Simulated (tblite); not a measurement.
# Ge2H9O5PSi: the cost of one run

Programs: tblite 0.8.0 and PySCF 2.14.0. All values are calculated, for the isolated system unless a continuum is named. Atoms count from 0, parts from 1.

## 1. Starting point

18 atoms, charge 0, multiplicity 1; geometry: distance geometry start.

## 2. Relaxing the cluster with GFN2-xTB

Job settings and geometry (Å):

```
{"job": {"kind": "relax", "xc": "GFN2-xTB", "basis": "xTB"}, "charge": 0, "multiplicity": 1}
Ge     1.075256    -0.526088     0.017762
Si     0.304275     1.535154    -0.672965
O      1.845684    -1.406808    -1.432731
Ge     0.902335    -2.030999    -2.929333
O     -0.366549    -1.517302     0.666539
P     -1.866723    -1.720615    -0.139784
O     -2.021430    -3.322467    -0.754430
O     -1.987250    -0.620894    -1.454400
O     -3.168999    -1.438276     0.972981
H      2.070879    -0.367896     1.086433
H      1.140748     2.534002    -0.117726
H     -1.025876     1.727297    -0.218245
H      0.340614     1.633804    -2.089428
H     -0.362937    -1.240246    -3.075071
H      0.581804    -3.516771    -2.740545
H      1.769788    -1.868002    -4.170747
H     -2.051009     0.370040    -1.356021
H     -3.064121    -1.459916     1.957583
```

Method: GFN2-xTB geometry optimisation, gas phase.

The run is started by

```sh
> OMP_NUM_THREADS=1 python cluster_run.py task.json out
```

This one command runs all jobs of the session in turn.

**Question.** How long does this first job take on 1 thread of AMD EPYC, shared host?

About 57 s.
